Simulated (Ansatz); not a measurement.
# AsGeH2: the cost of one run

Method: cc-pVTZ, core rule «outside noble gas», up to 28 orbitals frozen; program: Ansatz 0.2.0, Gaussian basis.

To be run: UHF; CCSD(T) on ROHF; CCSD(T) on UHF; BCCD(T) on ROHF; CCSDT(Q) on ROHF; CCSDT(Q) on UHF; CASSCF and MRCISD+Q, 10 electrons in 10 orbitals; CASSCF and NEVPT2, 10 electrons in 10 orbitals.

5 further runs of the same task are left out: 5 set aside as unsound or not needed.

## (1) The system

The geometry is a PBE0/def2-TZVP stationary point (not a proven minimum) of the parent state, kept for this charge and spin. No spin-orbit coupling is included. The filled d shell of Ge, As may be among the frozen orbitals whatever the setting's name suggests; the logs give the count.

4 atoms, charge 1, spin multiplicity 3.

Atoms are counted from 1 here; the program's logs count them from 0.

Bond lengths: Ge1–As2 2.290 Å, As2–H3 1.504 Å, As2–H4 1.504 Å. Angles: Ge1–As2–H3 128.7°, Ge1–As2–H4 128.7°, H3–As2–H4 102.6°.

## (2) UHF

File in.yaml:

```yaml
crystal:
  periodic: [false, false, false]
  atoms:
    - {symbol: Ge, position_ang: [0.000000, 0.000000, 1.190725]}
    - {symbol: As, position_ang: [0.000000, 0.000000, -1.099578]}
    - {symbol: H, position_ang: [0.000000, 1.174203, -2.039879]}
    - {symbol: H, position_ang: [0.000000, -1.174203, -2.039879]}
basis:
  gaussian: {orbitals: cc-pVTZ}
total_charge: 1
magnetization: {spin_polarized: true, initial_magnetization: 2}
hamiltonian: {xc: hf}
output: {orbitals: {seedname: orbitals}}
```

Run with:

```console
$ ansatz run in.yaml --threads 1 --pin off --events-out ev --progress --plain --max-ram 4096MiB --backend cpu
```

**Question.** How long does this run take on 1 thread of AMD EPYC 7R13, shared host, and how much memory does it need?

About 12 s, with a peak of 0.3 GiB.
